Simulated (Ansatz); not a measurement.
**BrCl₂FZr: basis-set convergence**

The task here is to estimate one member of a computed series from the others.

Method: one geometry, several basis sets; program: Ansatz 0.2.0, Gaussian basis.

Levels to be run: PBE0-D4/def2-SVP; ωB97M-V/def2-SVP; PBE0-D4/def2-QZVPP; ωB97M-V/def2-QZVPP; the functionals' def2-TZVPP values are taken from earlier runs.

## The relaxed structure

All runs share one geometry, relaxed beforehand with PBE0-D4 in a triple-zeta def2 set. Zr takes the def2 core potential; no spin-orbit term is included.

SMILES `[F][Zr]([Cl])([Cl])[Br]`, 5 atoms, charge 0, spin multiplicity 1.

Atoms are counted from 1 here; the program's logs count them from 0.

Bond lengths: F1–Zr2 1.876 Å, Zr2–Cl3 2.321 Å, Zr2–Cl4 2.321 Å, Zr2–Br5 2.479 Å. Angles: F1–Zr2–Cl3 109.1°, F1–Zr2–Cl4 109.1°, F1–Zr2–Br5 109.2°, Cl3–Zr2–Cl4 109.7°, Cl3–Zr2–Br5 109.9°, Cl4–Zr2–Br5 109.9°.

Set-up of the first run:

Contents of in.yaml:

```yaml
crystal:
  periodic: [false, false, false]
  atoms:
    - {symbol: F, position_ang: [-0.349398, -0.370988, 1.893287]}
    - {symbol: Zr, position_ang: [-0.007512, -0.057750, 0.075228]}
    - {symbol: Cl, position_ang: [1.962549, -1.130002, -0.521407]}
    - {symbol: Cl, position_ang: [-1.768205, -0.896884, -1.182807]}
    - {symbol: Br, position_ang: [0.212467, 2.381925, -0.305701]}
basis:
  gaussian: {orbitals: def2-SVP}
hamiltonian: {xc: pbe0, dispersion: d4}
output: {orbitals: {seedname: orbitals}}
```

Command:

```bash
> ansatz run in.yaml --threads 4 --pin off --events-out ev --progress --plain --max-ram 10444MiB
```

Among the steps run: PBE0-D4 in def2-SVP; ωB97M-V in def2-SVP; PBE0-D4 in def2-QZVPP; ωB97M-V in def2-QZVPP.

One table of the session follows, with a row left open; its other results are not shown here.

It belongs to the step «Density functionals: the series». 

| functional | basis | HOMO (eV) | LUMO (eV) |
| --- | --- | --- | --- |
| PBE0-D4 | def2-SVP | ? | ? |
| PBE0-D4 | def2-TZVPP | -9.22 | -2.53 |
| PBE0-D4 | def2-QZVPP | -9.22 | -2.52 |
| ωB97M-V | def2-SVP | -11.32 | -0.36 |
| ωB97M-V | def2-TZVPP | -11.37 | -0.45 |
| ωB97M-V | def2-QZVPP | -11.38 | -0.46 |

**Question.** Estimate the row for PBE0-D4, def2-SVP.

As computed: HOMO (eV): -9.21; LUMO (eV): -2.50. In the column «HOMO (eV)» it is the highest.
